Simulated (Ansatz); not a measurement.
Ge, space group I4_1/amd, a frozen displacement of one atom

Computed with Ansatz 0.2.0, Python API.

Input file `ge.xyz`:
```text
2
Lattice="-2.57448972 2.57448972 1.39741264 2.57448972 -2.57448972 1.39741264 2.57448972 2.57448972 -1.39741264" Properties=species:S:1:pos:R:3 pbc="T T T"
Ge    2.57448972    0.00000000    0.69870632
Ge    0.00000000    0.00000000    1.39741264
```

The cells in order, each with its output:

**Cell 1**
```python
import warnings

import ansatz as az
import numpy as np
```

**Cell 2**
```python
params = {
    "mesh": (7, 7, 7),
    "ecut": 420,
    "mixing_beta": 0.7,
    "scf_tol": 1e-07,
    "filling": "cold",
}

warnings.simplefilter("ignore", az.DeckWarning)
```

**Cell 3**
```python
crystal = az.Crystal.from_extxyz("ge.xyz")

crystal.resolved().sites[-1]
```
Output:
```text
Site(symbol='Ge', position=(0.5, 0.5, 0.0), moment=None, axis=None, held=None, saved=None)
```

**Cell 4**
```python
inverse = np.linalg.inv(np.array(crystal.lattice.vectors))
home = np.array(crystal.sites[1].position)
values = np.linspace(-0.02, 0.02, 5)
energies, pulls = [], []
for shift in values:
    moved = crystal.move(1, to=home + shift * inverse[1])
    base = moved.calculation()
    base = base.kpoints(*params["mesh"], center="gamma").basis(params["ecut"])
    base = base.mixing("msr1", beta=params["mixing_beta"])
    base = base.accuracy("medium")
    base = base.scf(tolerance=params["scf_tol"])
    base = base.functional(az.Functional.LDA).occupations(params["filling"])
    base = base.forces()
    report = base.run(threads=1).report
    energies.append(report["free_energy_ev"])
    pulls.append(report["forces_ev_ang"][1][1])

# the force is minus the slope of the free energy
print("shift (A)   dE (eV)   force along y (eV/A)")
for shift, e, f in zip(values, energies, pulls):
    print(f"{shift:8.3f} {e - energies[2]:10.5f} {f:12.4f}")
print(f"stiffness from energies {2 * np.polyfit(values, energies, 2)[0]:.3f}, from forces {-np.polyfit(values, pulls, 1)[0]:.3f} eV/A^2")
```
Output:
```text
shift (A)   dE (eV)   force along y (eV/A)
  -0.020    0.00054       0.0523
  -0.010    0.00014       0.0277
   0.000    0.00000      -0.0000
   0.010    0.00014      -0.0277
   0.020    0.00054      -0.0523
stiffness from energies 2.703, from forces 2.645 eV/A^2
```

The curvature of the energy gives 2.703 eV/Å² and the slope of the force 2.645 eV/Å², a positive curvature.

Notes:
- The settings weren't tested for convergence.
- The mesh is modest for a metal, so energies can be off by several to tens of meV an atom and pressures by half a GPa or more; differences at equal mesh fare better.
- In a metal a curvature from energy changes of a few meV or less hangs on mesh and smearing, in size and even in sign.
- This isn't the structure that Ge takes at ambient conditions.
- All periodic images of the atom move with it, so the curvature is one diagonal element of the zone-centre force constants and no normal mode; a positive value doesn't exclude soft modes in which several atoms move.
- Finished in 9 s on 1 thread of Intel(R) Xeon(R) Processor @ 2.30GHz, with other jobs on the host, peak memory 0.52 GiB.
